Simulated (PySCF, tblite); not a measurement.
# C₂₅H₂₉IN+: electronic excitations, NMR shifts, part 2 of 2

tblite 0.8.0 and PySCF 2.14.0. Atoms count from 0. The steps go on from the part before.

## Step 4: Electronic excitations: TDDFT wB97X-D/def2-SVP

Job settings and geometry (Å):

```
{"job": {"kind": "uv", "basis": "def2-SVP", "grid": 1, "kgrid": 0, "vcut": 1.5, "nstates": 8, "ntriplets": 3, "tda": false, "delta": ["ip_vertical"], "pop": true, "xc": "wB97X-D"}, "charge": 1, "multiplicity": 1}
C     -4.879394     0.274212     2.161479
C     -4.733173     0.648564     0.679485
C     -4.492307     2.157835     0.579793
C     -6.030316     0.299361    -0.067625
C     -3.612799    -0.149013     0.040168
C     -2.683886     0.428392    -0.823423
C     -1.680722    -0.318451    -1.417260
C     -1.607017    -1.664068    -1.121380
I      0.008020    -2.821417    -1.963998
C      1.639939    -1.486811    -1.462957
C      2.565455    -1.215123    -2.452875
C      3.606423    -0.347214    -2.175571
C      3.731046     0.262404    -0.927895
C      4.899026     1.167631    -0.586419
C      5.520441     1.798821    -1.836141
C      4.473793     2.296697     0.361347
C      5.946622     0.283394     0.109393
C      2.773863    -0.041890     0.035347
C      1.723000    -0.923059    -0.196994
C      0.749121    -1.191906     0.874484
C      0.490954    -2.487625     1.315550
C     -0.470336    -2.667863     2.300112
N     -1.152299    -1.673880     2.837620
C     -0.881205    -0.442176     2.446571
C      0.059167    -0.141696     1.474364
C     -2.516962    -2.289851    -0.291908
C     -3.514575    -1.520211     0.275897
H     -5.254159    -0.736416     2.292019
H     -3.926062     0.356306     2.676623
H     -5.585311     0.949401     2.637555
H     -4.527767     2.499499    -0.451605
H     -5.271355     2.685546     1.123414
H     -3.533493     2.429578     1.016142
H     -5.953613     0.575516    -1.116844
H     -6.864803     0.840479     0.370505
H     -6.241759    -0.765254    -0.007934
H     -2.726444     1.479423    -1.054560
H     -0.973276     0.151852    -2.082938
H      2.481775    -1.668438    -3.428616
H      4.319922    -0.152168    -2.957765
H      5.993766     1.056529    -2.472714
H      6.290829     2.504270    -1.537374
H      4.771562     2.338657    -2.410812
H      4.218828     1.925705     1.349833
H      3.623332     2.840218    -0.043662
H      5.297464     2.994599     0.482226
H      6.818236     0.878830     0.366965
H      6.263915    -0.524457    -0.545962
H      5.543894    -0.151700     1.021029
H      2.834441     0.393407     1.019772
H      1.050328    -3.327884     0.929662
H     -0.701295    -3.655027     2.676068
H     -1.441571     0.341430     2.937900
H      0.244782     0.878379     1.177168
H     -2.456310    -3.346272    -0.082298
H     -4.222377    -2.009424     0.924058
```

Level: TDDFT wB97X-D/def2-SVP, vertical, gas phase, core orbitals frozen in the response, virtual orbitals cut by energy.

The log of the run:

```text
start: PBE on a coarse grid of 191237 points
cycle   1  E = -1309.5075356303  dE = -1.723e+01  |g| = 6.049e+00  |ddm| = 1.619e+01
cycle   2  E = -1041.9691329100  dE =  2.675e+02  |g| = 1.904e+01  |ddm| = 9.021e+01
cycle   3  E = -1301.7021998884  dE = -2.597e+02  |g| = 5.775e+00  |ddm| = 8.917e+01
cycle   4  E = -1135.9657108925  dE =  1.657e+02  |g| = 1.814e+01  |ddm| = 5.818e+01
cycle   5  E = -1280.5076754911  dE = -1.445e+02  |g| = 9.005e+00  |ddm| = 4.979e+01
cycle   6  E = -1318.0862047529  dE = -3.758e+01  |g| = 2.333e+00  |ddm| = 3.497e+01
cycle   7  E = -1296.1430551914  dE =  2.194e+01  |g| = 6.341e+00  |ddm| = 2.697e+01
cycle   8  E = -1319.8236978577  dE = -2.368e+01  |g| = 1.123e+00  |ddm| = 2.656e+01
cycle   9  E = -1319.9144588531  dE = -9.076e-02  |g| = 9.139e-01  |ddm| = 2.553e+00
cycle  10  E = -1320.1474709519  dE = -2.330e-01  |g| = 3.407e-01  |ddm| = 1.693e+00
cycle  11  E = -1320.1633159158  dE = -1.584e-02  |g| = 2.662e-01  |ddm| = 7.780e-01
cycle  12  E = -1320.1811968403  dE = -1.788e-02  |g| = 8.751e-02  |ddm| = 4.194e-01
cycle  13  E = -1320.1828646179  dE = -1.668e-03  |g| = 4.084e-02  |ddm| = 1.499e-01
cycle  14  E = -1320.1832527593  dE = -3.881e-04  |g| = 1.979e-02  |ddm| = 9.241e-02
cycle  15  E = -1320.1833463823  dE = -9.362e-05  |g| = 8.866e-03  |ddm| = 3.668e-02
final grid: 191237 points
cycle  16  E = -1321.2558049278  dE = -1.809e-02  |g| = 4.833e-02  |ddm| = 1.387e+00
cycle  17  E = -1321.2565026010  dE = -6.977e-04  |g| = 4.294e-02  |ddm| = 2.304e-01
cycle  18  E = -1321.2569621200  dE = -4.595e-04  |g| = 1.454e-02  |ddm| = 8.002e-02
cycle  19  E = -1321.2570303630  dE = -6.824e-05  |g| = 4.748e-03  |ddm| = 3.460e-02
cycle  20  E = -1321.2570397592  dE = -9.396e-06  |g| = 1.198e-03  |ddm| = 9.475e-03
cycle  21  E = -1321.2570431441  dE = -3.385e-06  |g| = 4.782e-04  |ddm| = 2.854e-03
cycle  22  E = -1321.2570391838  dE =  3.960e-06  |g| = 1.921e-04  |ddm| = 1.381e-03
cycle  23  E = -1321.2570383956  dE =  7.882e-07  |g| = 7.248e-05  |ddm| = 5.499e-04
converged SCF energy = -1321.2570383956

Static polarisability (au): isotropic 291.669, principal 219.699 271.415 383.893

Singlet excitations
state   eV       nm        f      main configurations
  1   3.9997    310.0   0.00331   H-3->L 0.46, H-1->L 0.27
  2   4.2296    293.1   0.00733   H-1->L 0.34, H-3->L 0.31
  3   4.4754    277.0   0.00240   H-2->L 0.56, H-5->L 0.15, H-1->L 0.08
  4   4.5690    271.4   0.00138   H-4->L 0.47, H-1->L+1 0.14
  5   4.6049    269.2   0.00303   H->L+2 0.36, H->L 0.22, H->L+7 0.14
  6   4.8021    258.2   0.03315   H-3->L+1 0.47, H-5->L 0.16, H-1->L 0.09
  7   4.9375    251.1   0.00478   H->L+6 0.31, H->L+1 0.19, H->L+4 0.17
  8   4.9937    248.3   0.04366   H-5->L 0.23, H-3->L+1 0.18, H-2->L 0.13

Triplet excitations (Tamm-Dancoff, eV): 3.5841 3.8874 3.9427
```

Run time: 9.1 min. Hardware: 2 threads of Arm Neoverse V1, shared host; peak memory 1.6 GiB.

Warnings kept with the result: ip_vertical: open-shell SCF did not converge.

Frontier orbitals and where they lie:

```tsv
orbital	eV	atoms
HOMO−4	-12.68	C17 27 %, C10 14 %, C12 9 %
HOMO−3	-12.30	C11 20 %, C9 15 %, C18 12 %
HOMO−2	-12.24	C24 20 %, C21 16 %, C6 11 %
HOMO−1	-12.14	C4 16 %, C7 16 %, C20 11 %
HOMO	-12.01	N22 65 %, C23 7 %, C21 7 %
LUMO	-4.11	I8 51 %, C9 17 %, C7 14 %
LUMO+1	-3.44	I8 31 %, C9 18 %, C7 18 %
LUMO+2	-2.58	C19 12 %, N22 11 %, C11 11 %
LUMO+3	-2.24	C9 19 %, C12 18 %, C10 18 %
```

With each of the 8 states as a Gaussian band of 0.4 eV half-width at 1/e, the curve within the window shown has maxima at 253 nm (ε 3,300) L/(mol cm). Beyond the last state computed it falls off for lack of states. The curve at chosen wavelengths:

(nm, ε (L/mol/cm)): (234, 1401), (239, 2113), (244, 2757), (250, 3218), (255, 3259), (260, 3024), (265, 2616), (270, 2149), (276, 1629), (281, 1282), (286, 1018), (291, 825), (296, 682), (302, 552), (307, 463), (312, 386), (317, 316), (322, 254), (328, 191), (333, 147), (338, 110), (343, 82), (348, 59), (354, 39), (359, 27), (364, 19)

Further results of this job:

```tsv
property	computed
polarisability (Å³)	43.22
HOMO–LUMO gap (eV)	7.91
−ε(HOMO) (eV)	12.01
```

## Step 5: NMR shifts: GIAO OPBE/pcSseg-1 I:def2-SVP

The job, as its differences from that of step 4:

```diff
@@ -1,2 +1,2 @@
-{"job": {"kind": "uv", "basis": "def2-SVP", "grid": 1, "kgrid": 0, "vcut": 1.5, "nstates": 8, "ntriplets": 3, "tda": false, "delta": ["ip_vertical"], "pop": true, "xc": "wB97X-D"}, "charge": 1, "multiplicity": 1}
+{"job": {"kind": "nmr", "basis": {"default": "pcSseg-1", "I": "def2-SVP"}, "pop": false, "xc": "OPBE"}, "charge": 1, "multiplicity": 1}
 C     -4.879394     0.274212     2.161479
```

Method: GIAO OPBE/pcSseg-1 I:def2-SVP NMR shielding, scalar relativity only through core potentials, gas phase.

The log of the run:

```text
start: PBE on a coarse grid of 191237 points
cycle   1  E = -1308.0313889293  dE = -1.495e+01  |g| = 6.559e+00  |ddm| = 1.538e+01
cycle   2  E = -1029.0383341459  dE =  2.790e+02  |g| = 1.999e+01  |ddm| = 8.750e+01
cycle   3  E = -1303.7946558751  dE = -2.748e+02  |g| = 5.616e+00  |ddm| = 8.634e+01
cycle   4  E = -1212.5860216046  dE =  9.121e+01  |g| = 1.520e+01  |ddm| = 6.122e+01
cycle   5  E = -1306.9323872024  dE = -9.435e+01  |g| = 6.131e+00  |ddm| = 5.454e+01
cycle   6  E = -1311.3934506377  dE = -4.461e+00  |g| = 4.604e+00  |ddm| = 1.283e+01
cycle   7  E = -1312.3605791406  dE = -9.671e-01  |g| = 4.132e+00  |ddm| = 9.169e+00
cycle   8  E = -1318.4170751158  dE = -6.056e+00  |g| = 2.581e+00  |ddm| = 8.709e+00
cycle   9  E = -1320.5052989481  dE = -2.088e+00  |g| = 1.003e+00  |ddm| = 4.343e+00
cycle  10  E = -1320.5450421398  dE = -3.974e-02  |g| = 9.390e-01  |ddm| = 2.419e+00
cycle  11  E = -1320.7517805922  dE = -2.067e-01  |g| = 4.221e-01  |ddm| = 1.440e+00
cycle  12  E = -1320.7987617871  dE = -4.698e-02  |g| = 1.576e-01  |ddm| = 7.523e-01
cycle  13  E = -1320.8045220583  dE = -5.760e-03  |g| = 6.240e-02  |ddm| = 2.505e-01
cycle  14  E = -1320.8053978799  dE = -8.758e-04  |g| = 2.334e-02  |ddm| = 9.453e-02
cycle  15  E = -1320.8055309600  dE = -1.331e-04  |g| = 8.970e-03  |ddm| = 3.817e-02
final grid: 401730 points
cycle  16  E = -1322.1096093806  dE = -3.343e-02  |g| = 6.565e-02  |ddm| = 9.089e-01
cycle  17  E = -1322.1082743352  dE =  1.335e-03  |g| = 9.400e-02  |ddm| = 2.549e-01
cycle  18  E = -1322.1101980589  dE = -1.924e-03  |g| = 4.115e-02  |ddm| = 1.466e-01
cycle  19  E = -1322.1106271315  dE = -4.291e-04  |g| = 1.442e-02  |ddm| = 6.973e-02
cycle  20  E = -1322.1106783592  dE = -5.123e-05  |g| = 6.497e-03  |ddm| = 2.692e-02
cycle  21  E = -1322.1106895445  dE = -1.119e-05  |g| = 1.944e-03  |ddm| = 9.225e-03
cycle  22  E = -1322.1106904860  dE = -9.415e-07  |g| = 8.771e-04  |ddm| = 3.648e-03
cycle  23  E = -1322.1106926593  dE = -2.173e-06  |g| = 2.926e-04  |ddm| = 1.434e-03
cycle  24  E = -1322.1106909279  dE =  1.731e-06  |g| = 1.287e-04  |ddm| = 4.412e-04
cycle  25  E = -1322.1106908149  dE =  1.131e-07  |g| = 4.002e-05  |ddm| = 2.074e-04
converged SCF energy = -1322.1106908149

GIAO shielding tensors (ppm)
atom      isotropic    diamagn.    paramagn.     s11        s22        s33       span
  0 C      157.861     252.087     -94.226    137.802    151.963    183.818     46.015
  1 C      149.200     241.497     -92.297    139.190    150.758    157.652     18.462
  2 C      159.454     253.022     -93.568    145.490    150.645    182.227     36.736
  3 C      151.928     243.273     -91.346    130.255    143.502    182.026     51.771
  4 C       30.191     266.318    -236.127    -43.506    -37.854    171.934    215.440
  5 C       57.816     257.480    -199.664    -33.192     42.775    163.865    197.056
  6 C       58.552     255.825    -197.272    -32.044     50.755    156.946    188.990
  7 C       49.949     270.688    -220.739     -6.915     62.298     94.464    101.379
  8 I          nan         nan         nan        nan        nan        nan        nan
  9 C       51.372     268.375    -217.002      1.228     43.774    109.115    107.886
 10 C       57.325     253.198    -195.873    -30.947     52.608    150.314    181.261
 11 C       57.617     251.213    -193.595    -31.660     41.158    163.354    195.014
 12 C       27.600     268.030    -240.430    -45.120    -39.273    167.194    212.315
 13 C      148.665     241.851     -93.186    139.677    149.301    157.017     17.340
 14 C      159.379     250.130     -90.751    142.750    151.430    183.959     41.209
 15 C      158.550     253.562     -95.012    138.887    152.264    184.497     45.610
 16 C      150.926     244.272     -93.346    129.980    142.231    180.567     50.587
 17 C       53.692     253.106    -199.413    -34.356     41.223    154.209    188.565
 18 C       48.995     256.624    -207.629    -20.183     15.341    151.827    172.010
 19 C       42.990     265.920    -222.930    -45.181      4.663    169.487    214.668
 20 C       68.658     253.785    -185.127    -29.516     58.835    176.655    206.171
 21 C       39.246     253.842    -214.596    -61.188     28.939    149.987    211.175
 22 N      -79.888     333.208    -413.097   -403.670   -147.688    311.692    715.362
 23 C       37.935     257.435    -219.500    -63.772     25.410    152.167    215.939
 24 C       64.711     259.669    -194.959    -30.880     50.394    174.618    205.497
 25 C       58.127     254.138    -196.010    -28.060     44.511    157.932    185.991
 26 C       53.271     252.796    -199.525    -37.767     31.189    166.390    204.157
 27 H       29.790      33.009      -3.220     25.435     28.682     35.252      9.816
 28 H       30.065      32.807      -2.742     25.998     29.208     34.990      8.991
 29 H       30.172      31.293      -1.121     25.682     28.221     36.614     10.931
 30 H       30.035      32.466      -2.431     25.402     28.778     35.925     10.523
 31 H       30.209      32.208      -2.000     25.671     28.434     36.521     10.850
 32 H       30.281      34.436      -4.155     26.290     29.081     35.471      9.181
 33 H       30.572      27.199       3.372     26.456     28.688     36.571     10.115
 34 H       30.086      26.095       3.990     25.961     26.895     37.401     11.440
 35 H       30.485      28.357       2.128     25.573     29.867     36.014     10.441
 36 H       24.056      39.072     -15.016     18.846     21.967     31.354     12.508
 37 H       24.717      37.200     -12.483     20.462     22.373     31.316     10.854
 38 H       23.913      33.556      -9.643     18.224     22.943     30.573     12.350
 39 H       23.431      37.278     -13.847     18.098     22.238     29.957     11.859
 40 H       29.752      30.904      -1.152     24.882     28.517     35.857     10.975
 41 H       30.147      28.934       1.213     25.535     28.300     36.606     11.070
 42 H       30.129      31.548      -1.419     26.622     27.801     35.965      9.343
 43 H       29.809      33.142      -3.332     24.659     29.736     35.034     10.375
 44 H       30.260      34.409      -4.150     26.098     28.737     35.945      9.847
 45 H       30.145      33.351      -3.206     25.203     28.605     36.627     11.424
 46 H       29.999      27.318       2.681     26.141     26.650     37.207     11.067
 47 H       30.428      28.882       1.546     26.662     28.609     36.011      9.349
 48 H       30.503      28.254       2.249     25.933     30.364     35.214      9.281
 49 H       23.514      38.911     -15.397     17.063     19.609     33.869     16.806
 50 H       24.101      36.867     -12.766     19.715     22.672     29.915     10.200
 51 H       22.494      30.527      -8.033     18.433     21.843     27.205      8.772
 52 H       22.964      34.606     -11.642     19.830     22.834     26.228      6.397
 53 H       25.160      40.924     -15.764     18.993     26.122     30.364     11.371
 54 H       24.939      34.583      -9.643     21.249     23.331     30.238      8.989
 55 H       23.833      37.018     -13.185     19.404     21.798     30.296     10.892
```

Run time: 86 s. Hardware: 2 threads of Arm Neoverse V1, shared host; peak memory 1.2 GiB.

The references, computed at this level on geometries of the same kind, shield at (ppm): $^{1}$H TMS 31.67, $^{13}$C TMS 187.5, $^{15}$N NH3 266.3. Their shielding less the atom's gives the shift. The references are single molecules in the gas phase, so shifts against H2O, NH3, PH3, H3PO4 or CFCl3 are not on the usual liquid scales and can be off by tens of ppm. Atoms listed in one row are averaged.

```tsv
atoms	environment	σ (ppm)	δ (ppm)
C12	substituted aromatic carbon	27.6	159.9
C4	substituted aromatic carbon	30.2	157.3
C21, C23	aromatic CH next to a ring nitrogen	38.6	148.9
C19	substituted aromatic carbon	43.0	144.5
C18	substituted aromatic carbon	49.0	138.5
C7	substituted aromatic carbon	49.9	137.6
C9	substituted aromatic carbon	51.4	136.1
C17	aromatic CH	53.7	133.8
C5, C26	aromatic CH	55.5	132.0
C10	aromatic CH	57.3	130.2
C11	aromatic CH	57.6	129.9
C6, C25	aromatic CH	58.3	129.2
C20, C24	aromatic CH	66.7	120.8
C13	quaternary sp3 carbon on an aromatic ring	148.7	38.8
C1	quaternary sp3 carbon on an aromatic ring	149.2	38.3
C14, C15, C16	methyl carbon	156.3	31.2
C0, C2, C3	methyl carbon	156.4	31.1
H51, H52	hydrogen on an aromatic CH next to a ring nitrogen	22.73	8.94
H39	hydrogen on an aromatic CH	23.43	8.24
H49	hydrogen on an aromatic CH	23.51	8.16
H38	hydrogen on an aromatic CH	23.91	7.76
H36, H55	hydrogen on an aromatic CH	23.94	7.73
H50, H53	hydrogen on an aromatic CH	24.63	7.04
H37, H54	hydrogen on an aromatic CH	24.83	6.84
H40, H41, H42, H43, H44 and 4 more	hydrogen on a methyl carbon	30.13	1.54
H27, H28, H29, H30, H31 and 4 more	hydrogen on a methyl carbon	30.19	1.48
N22	pyridine-type ring nitrogen	-79.9	346.2
```

Atoms past Kr carry core potentials, so their printed shieldings have no meaning and are left out of the table.

Ring of atoms C4, C5, C6, C7, C25, C26: NICS(0) -10.1, NICS(1) -11.8, NICS(1)zz -30.5 ppm (means of both faces).

The two faces differ (NICS(1)zz -27.5 and -33.5 ppm).

Ring of atoms C9, C10, C11, C12, C17, C18: NICS(0) -8.4, NICS(1) -9.8, NICS(1)zz -23.6 ppm (means of both faces).

Ring of atoms C19, C20, C21, N22, C23, C24: NICS(0) -8.2, NICS(1) -11.8, NICS(1)zz -33.5 ppm (means of both faces).

The two faces differ (NICS(1)zz -30.5 and -36.6 ppm).

## Step 6: Summary of results

What follows sums up all 2 parts.

| quantity | value |
| --- | --- |
| strongest single infrared mode (GFN2-xTB) | 957 cm⁻¹, 51 km/mol |
| zero-point energy (GFN2-xTB) | 290.5 kcal/mol |
| lowest singlet (wB97X-D/def2-SVP) | 4.00 eV (310 nm), f = 0.003 |
| brightest single state of those computed | state 8, 4.99 eV, f = 0.044 |
| lowest triplet | 3.58 eV |
| $^{13}$C shifts against TMS (OPBE/def2-SVP+pcSseg-1, means over atoms taken as alike) | 159.9, 157.3, 148.9, 144.5, 138.5, 137.6, 136.1, 133.8, 132.0, 130.2, 129.9, 129.2, 120.8, 38.8 ppm and more |
| $^{1}$H shifts against TMS (OPBE/def2-SVP+pcSseg-1, means over atoms taken as alike) | 8.94, 8.24, 8.16, 7.76, 7.73, 7.04, 6.84, 1.54, 1.48 ppm |
| $^{15}$N shifts against NH3 (OPBE/def2-SVP+pcSseg-1) | 346.2 ppm |

In words: The lowest mode is imaginary (29i cm⁻¹), so the xTB geometry is not a minimum. GFN2-xTB is a fitted tight-binding method: band positions and strengths are rough. Its intensities can rank the bands wrongly. The lowest singlet, at 4.00 eV, is HOMO−3→LUMO 0.46, HOMO−1→LUMO 0.27 and is weak; of the 8 states computed, the strongest absorption comes from state 8 at 4.99 eV (the last computed, so partners may be missing). The lowest triplet lies 0.42 eV below the lowest singlet (triplets in Tamm-Dancoff, singlets in full TDDFT). Spin-orbit coupling, left out, mixes singlets and triplets in elements this heavy. C7, C9 stand next to heavy halogen, whose spin-orbit shielding this run leaves out, so the computed shift lies too far downfield, most of all for carbon beside Br or I. At OPBE/def2-SVP+pcSseg-1: Shielding is most anisotropic at N22 (span 715 ppm, paramagnetic term -413 ppm). NICS(1)zz of -30 ppm above the planar ring from C4 marks a diatropic (aromatic) ring current. NICS(1)zz of -24 ppm above the planar ring from C9 marks a diatropic (aromatic) ring current. NICS(1)zz of -34 ppm above the planar ring from C19 marks a diatropic (aromatic) ring current.
